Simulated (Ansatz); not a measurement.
# C5H7Br, SMILES C=C1[C@@H](C)[C@@H]1Br: a geometry optimisation

Computed with Ansatz 0.2.0 through its Python package.

The script reads `c5h7br.xyz`:
```text
13

C     2.03020   -0.01200    0.06620
C     0.74920    0.14620    0.31730
C    -0.51540    0.45720   -0.22130
C    -1.24230   -0.50330   -1.09330
C    -0.26990    0.11740    1.29370
Br   -0.32850    1.55590    2.53660
H     2.72450   -0.27620    0.85620
H     2.42360    0.12510   -0.93480
H    -0.68810    1.48780   -0.50370
H    -2.31960   -0.31760   -1.03680
H    -0.93220   -0.37910   -2.13590
H    -1.06490   -1.54590   -0.80730
H    -0.56650   -0.85560    1.66310
```

Typed at the interpreter:
```pycon
>>> import itertools
>>> import warnings
>>> import ansatz as az
>>> from ase.data import atomic_numbers, covalent_radii
>>> import numpy as np
>>> warnings.simplefilter("ignore", az.DeckWarning)
>>> system = az.Crystal.molecule_from_extxyz("c5h7br.xyz")
>>> calc = (
...     system.calculation()
...     .basis(gaussian="def2-SVP")  # the orbital basis, by name
...     .functional("r2scan")
... )
>>> symbols = [site.symbol for site in system.cartesian_sites]
>>> start = np.array([site.position_ang for site in system.cartesian_sites], dtype=float)
>>> def progress(event):
...     if event["event"] == "relax_step":
...         row = event["data"]
...         print(f"step {row['step']:3d}  E = {row['lagrangian_ev']:.6f} eV  largest force component {row['allowed_force_max_ev_ang']:.4f} eV/A")
...
>>> report = calc.relax(force_tolerance=0.01).session().plan().execute(on_event=progress).report
step   1  E = -75327.653259 eV  largest force component 2.5120 eV/A
step   2  E = -75327.858362 eV  largest force component 1.2469 eV/A
step   3  E = -75327.893758 eV  largest force component 0.2790 eV/A
step   4  E = -75327.898227 eV  largest force component 0.1616 eV/A
step   5  E = -75327.897278 eV  largest force component 0.2067 eV/A
step   6  E = -75327.901334 eV  largest force component 0.0541 eV/A
step   7  E = -75327.901199 eV  largest force component 0.0402 eV/A
step   8  E = -75327.901575 eV  largest force component 0.0220 eV/A
step   9  E = -75327.901606 eV  largest force component 0.0096 eV/A
>>> end = np.array(report["positions_ang"])
>>> print(f"E = {report['free_energy_ev']:.6f} eV = {report['free_energy_ev'] / 27.211386246:.7f} Ha")
E = -75327.901616 eV = -2768.2493253 Ha
>>> print("converged:", report["converged"], " doubts:", report["published_state_doubts"] or "none")
converged: True  doubts: none
>>> # pairs closer than 1.2 times the sum of covalent radii, before or after
>>> radius = [covalent_radii[atomic_numbers[s]] for s in symbols]
>>> span = lambda where, i, j: np.linalg.norm(where[i] - where[j])
>>> bonded = [(i, j) for i, j in itertools.combinations(range(len(symbols)), 2) if min(span(start, i, j), span(end, i, j)) < 1.2 * (radius[i] + radius[j])]
>>> print("pair        before    after (A)")
pair        before    after (A)
>>> for i, j in bonded:
...     print(f"{symbols[i]}{i}-{symbols[j]}{j}".ljust(10), f"{span(start, i, j):8.4f} {span(end, i, j):8.4f}")
...
C0-C1        1.3149   1.3274
C0-H6        1.0844   1.0950
C0-H7        1.0842   1.0949
C1-C2        1.4093   1.4733
C1-C4        1.4116   1.4565
C2-C3        1.4871   1.5125
C2-C4        1.5719   1.5262
C2-H8        1.0825   1.1001
C3-H9        1.0946   1.1016
C3-H10       1.0948   1.1017
C3-H11       1.0956   1.1009
C4-Br5       1.9020   1.9377
C4-H12       1.0822   1.0964
>>> for first, second in list(itertools.combinations(bonded, 2)):
...     shared = set(first) & set(second)
...     if shared and symbols[(j := shared.pop())] != "H":
...         i, k = sorted((set(first) | set(second)) - {j})
...         u, v = end[i] - end[j], end[k] - end[j]
...         angle = np.degrees(np.arccos(np.clip(u @ v / np.linalg.norm(u) / np.linalg.norm(v), -1, 1)))
...         print(f"final angle {symbols[i]}{i}-{symbols[j]}{j}-{symbols[k]}{k}: {angle:.2f} deg")
...
final angle C1-C0-H6: 120.97 deg
final angle C1-C0-H7: 121.25 deg
final angle C0-C1-C2: 149.76 deg
final angle C0-C1-C4: 147.45 deg
final angle H6-C0-H7: 117.78 deg
final angle C2-C1-C4: 62.78 deg
final angle C1-C2-C3: 122.54 deg
final angle C1-C2-C4: 58.07 deg
final angle C1-C2-H8: 114.64 deg
final angle C1-C4-C2: 59.15 deg
final angle C1-C4-Br5: 120.48 deg
final angle C1-C4-H12: 120.02 deg
final angle C3-C2-C4: 120.19 deg
final angle C3-C2-H8: 115.14 deg
final angle C2-C3-H9: 111.03 deg
final angle C2-C3-H10: 110.61 deg
final angle C2-C3-H11: 110.98 deg
final angle C4-C2-H8: 114.30 deg
final angle C2-C4-Br5: 120.43 deg
final angle C2-C4-H12: 118.59 deg
final angle H9-C3-H10: 108.03 deg
final angle H9-C3-H11: 108.42 deg
final angle H10-C3-H11: 107.64 deg
final angle Br5-C4-H12: 110.10 deg
```

Caveats:
- Total energies depend on the basis set; only differences at equal settings carry meaning.
- The end point is the stationary point reached from this start; no frequency run checks that it is a minimum, and the basis set is modest.
- Timing: 82 s on 1 thread of AMD EPYC 7B13 (Zen 3), with other jobs on the host, peak memory 0.29 GiB.

(Lines on the test bed's own set-up are left out of the output.)
